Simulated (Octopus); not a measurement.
**A workflow on AlH2O2F (SMILES [OH][Al]([OH])[F])**

Aim: energy and gradient (singlet AlH2O2F, PZ81 LDA), then energy and gradient (triplet AlH2O2F, UPZ81 LDA), then energy and gradient (singlet AlH2O2F, PZ81 LDA), then energy and gradient (triplet AlH2O2F, UPZ81 LDA) of AlFH2O2. The setting varied is the box margin. 

The calculation is run with Octopus 16.4.

6 further runs of the same task are left out: 3 that didn't finish, 3 set aside as unsound or not needed.

**1. The structure to begin with**

AlH2O2F: 6 atoms, total charge 0, spin state singlet. SMILES: `[OH][Al]([OH])[F]`. The coordinates come from a PBE0-D4/def2-TZVP relaxation. This is one conformer, not always the lowest.

Bond lengths: O1–Al2 1.680 Å, Al2–O3 1.680 Å, Al2–F4 1.647 Å, O1–H5 0.955 Å, O3–H6 0.955 Å. Angles: O1–Al2–O3 118.5°, O1–Al2–F4 120.7°, O3–Al2–F4 120.7°, Al2–O1–H5 122.9°, Al2–O3–H6 122.9°.

**2. Energy and gradient at PZ81 LDA (scalar, in the pseudopotentials, pseudodojo_pbe potentials, box margin 3.5 angstrom, extra states 0, grid spacing 0.17 angstrom, mix field default) (run 1)**

The input, geometry.xyz:

```xyz
6

O     -0.579633     1.338267    -0.671083
Al    -0.052533    -0.134833    -0.059783
O      1.050967    -0.128933     1.206717
F     -0.605533    -1.553733    -0.688183
H     -1.205333     1.408167    -1.389383
H      1.392067    -0.928933     1.601717
```

On the command line:

```bash
$ OMP_NUM_THREADS=1 octopus > gs.log
```

The program printed:

```text
Version                : 16.4
[... 85 lines left out ...]
** Warning:
[... 85 lines left out ...]
Converged eigenvectors: 0
#  State  Eigenvalue [eV]  Occupation    Error
[... 9 lines left out ...]
Converged eigenvectors: 0
#  State  Eigenvalue [eV]  Occupation    Error
[... 46 lines left out ...]
Converged eigenvectors: 0
#  State  Eigenvalue [eV]  Occupation    Error
[... 9 lines left out ...]
Converged eigenvectors: 0
#  State  Eigenvalue [eV]  Occupation    Error
[... 6 lines left out ...]
Info: SCF converged in   16 iterations
** Warning:
**   Some of the states are not fully converged!
[... 1 line left out ...]
Octopus emitted 2 warnings.
```

Run time: 9.6 s. Hardware: 1 thread of Intel Xeon 6975P-C (Granite Rapids), shared host; peak memory 0.1 GiB.

**3. The triplet: energy and gradient at UPZ81 LDA (scalar, in the pseudopotentials, pseudodojo_pbe potentials, box margin 3.49998 angstrom, extra states 1, grid spacing 0.170025 angstrom, mix field default) (run 2)**

geometry.xyz is that of step 2.

On the command line:

```bash
$ OMP_NUM_THREADS=1 octopus > gs.log
```

The program printed:

```text
Version                : 16.4
[... 143 lines left out ...]
** Warning:
[... 44 lines left out ...]
#  State  Spin  Eigenvalue [eV]  Occupation    Error
[... 25 lines left out ...]
Converged eigenvectors: 0
#  State  Spin  Eigenvalue [eV]  Occupation    Error
[... 5 lines left out ...]
  [output of 5 eigenvalues skipped: maximum error = 3.4E-02]
[... 82 lines left out ...]
#  State  Spin  Eigenvalue [eV]  Occupation    Error
[... 5 lines left out ...]
  [output of 6 eigenvalues skipped: maximum error = 5.9E-03]
[... 19 lines left out ...]
Converged eigenvectors: 0
#  State  Spin  Eigenvalue [eV]  Occupation    Error
[... 5 lines left out ...]
  [output of 6 eigenvalues skipped: maximum error = 5.5E-03]
[... 18 lines left out ...]
**   Some of the states are not fully converged!
[... 1 line left out ...]
**   SCF *not* converged after  100 iterations.
[... 1 line left out ...]
Octopus emitted 4 warnings.
```

It took 2.3 min on 1 thread of Intel Xeon 6975P-C (Granite Rapids), shared host; peak memory 0.14 GiB.

The run stopped without converging.

Run 3 isn't shown in full; the table further down has it.

**4. The triplet: energy and forces at UPZ81 LDA (scalar, in the pseudopotentials, pseudodojo_pbe potentials, box margin 4 angstrom, extra states 1, grid spacing 0.170025 angstrom, mix field default) (run 4)**

geometry.xyz is that of step 3.

On the command line:

```bash
$ OMP_NUM_THREADS=1 octopus > gs.log
```

The program printed:

```text
Version                : 16.4
[... 84 lines left out ...]
** Warning:
[... 98 lines left out ...]
#  State  Spin  Eigenvalue [eV]  Occupation    Error
[... 25 lines left out ...]
Converged eigenvectors: 0
#  State  Spin  Eigenvalue [eV]  Occupation    Error
[... 5 lines left out ...]
  [output of 5 eigenvalues skipped: maximum error = 3.6E-02]
[... 82 lines left out ...]
#  State  Spin  Eigenvalue [eV]  Occupation    Error
[... 5 lines left out ...]
  [output of 6 eigenvalues skipped: maximum error = 2.0E-02]
[... 19 lines left out ...]
Converged eigenvectors: 0
#  State  Spin  Eigenvalue [eV]  Occupation    Error
[... 5 lines left out ...]
  [output of 6 eigenvalues skipped: maximum error = 1.2E-03]
[... 18 lines left out ...]
**   Some of the states are not fully converged!
[... 1 line left out ...]
**   SCF *not* converged after  100 iterations.
[... 1 line left out ...]
Octopus emitted 3 warnings.
```

Wall time 3 min (1 thread of Intel Xeon 6975P-C (Granite Rapids), shared host); peak memory 0.17 GiB.

The run stopped without converging.

**5. All runs side by side**

```
run                                                                                                                                                                   level  box margin  grid spacing  partner    energy (Eh)  wall time
  1           PZ81 LDA (scalar, in the pseudopotentials, pseudodojo_pbe potentials, box margin 3.5 angstrom, extra states 0, grid spacing 0.17 angstrom, mix field default)         3.5          0.17     base     -61.061373      9.6 s
  2  UPZ81 LDA (scalar, in the pseudopotentials, pseudodojo_pbe potentials, box margin 3.49998 angstrom, extra states 1, grid spacing 0.170025 angstrom, mix field default)     3.49998      0.170025  triplet  not converged    2.3 min
  3         PZ81 LDA (scalar, in the pseudopotentials, pseudodojo_pbe potentials, box margin 4 angstrom, extra states 0, grid spacing 0.170025 angstrom, mix field default)           4      0.170025     base     -61.062255       14 s
  4        UPZ81 LDA (scalar, in the pseudopotentials, pseudodojo_pbe potentials, box margin 4 angstrom, extra states 1, grid spacing 0.170025 angstrom, mix field default)           4      0.170025  triplet  not converged      3 min
```

**6. Results**

| quantity | value |
| --- | --- |
| run 3, PZ81 LDA: total energy | -61.06226 Eh |
| run 3, PZ81 LDA: dipole moment | 0.67 D |
| run 3, PZ81 LDA: HOMO energy | -7.90 eV |

In words: Over the runs the total energy spans 0.024 eV. All runs together took 5.7 min, the longest 3 min. 2 of the 4 runs did not end normally.
